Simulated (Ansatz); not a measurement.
# Sn2Bi2Te: the cost of one run

Method: DFT PBE, scalar-relativistic, plane waves, PAW, in Ansatz 0.2.0.

1 further run of the same task is left out (it didn't finish).

### 1 The starting structure

Symmetry: P6/mmm, No. 191, hexagonal system. Conventional cell: a = 4.256 Å, b = 4.256 Å, c = 9.655 Å, α = 90.00°, β = 90.00°, γ = 120.00°. Sn (site symmetry 6mm) is surrounded by 1 Sn at 2.18 Å. Bi (site symmetry -6m2) is surrounded by 3 Bi at 2.46 Å and 6 Sn at 2.69 Å. Te (site symmetry 6/mmm) has 2 Sn at 3.74 Å in its first shell of neighbours.

Coordinates:

```
Sn Bi Te
1.0
     4.25630    0.00000    0.00000
    -2.12815    3.68607    0.00000
     0.00000    0.00000    9.65534
Sn Bi Te
2 2 1
Direct
  0.00000 0.00000 0.11309
  0.00000 0.00000 0.88691
  0.33333 0.66667 0.00000
  0.66667 0.33333 0.00000
  0.00000 0.00000 0.50000
```

Recipe of the guess: random cell by space group and Wyckoff sites (P6/mmm, No. 191). Its size is a rough estimate.

### 2 Probe: one point on a coarse mesh

Input file input.yaml:

```yaml
crystal:
  lattice:
    - [4.25630154, 0.0, 0.0]
    - [-2.12815077, 3.68606526, 0.0]
    - [0.0, 0.0, 9.65534229]
  atoms:
    - { symbol: Sn, position: [0.0, 0.0, 0.11308631] }
    - { symbol: Sn, position: [0.0, 0.0, 0.88691369] }
    - { symbol: Bi, position: [0.33333333, 0.66666667, 0.0] }
    - { symbol: Bi, position: [0.66666667, 0.33333333, 0.0] }
    - { symbol: Te, position: [0.0, 0.0, 0.5] }
basis:
  ecutwfc: 420
kpoints:
  mp_grid: { grid: [6, 6, 2] }
hamiltonian:
  xc: pbe
scf:
  occupations: { method: gaussian, width: 0.1 }
  lower_state_search: "off"
output:
  forces: true
  stress: true
  eigenvalues: true
```

Started as:

```console
ansatz run input.yaml --threads 1 --pin off --max-ram 2560MiB --backend cpu --events-out ev --progress --plain --runs-dir out
```

What time and memory should one allow on 1 thread of AMD EPYC 9R45 (Zen 5), shared host?

About 3 s, with a peak of 0.51 GiB.
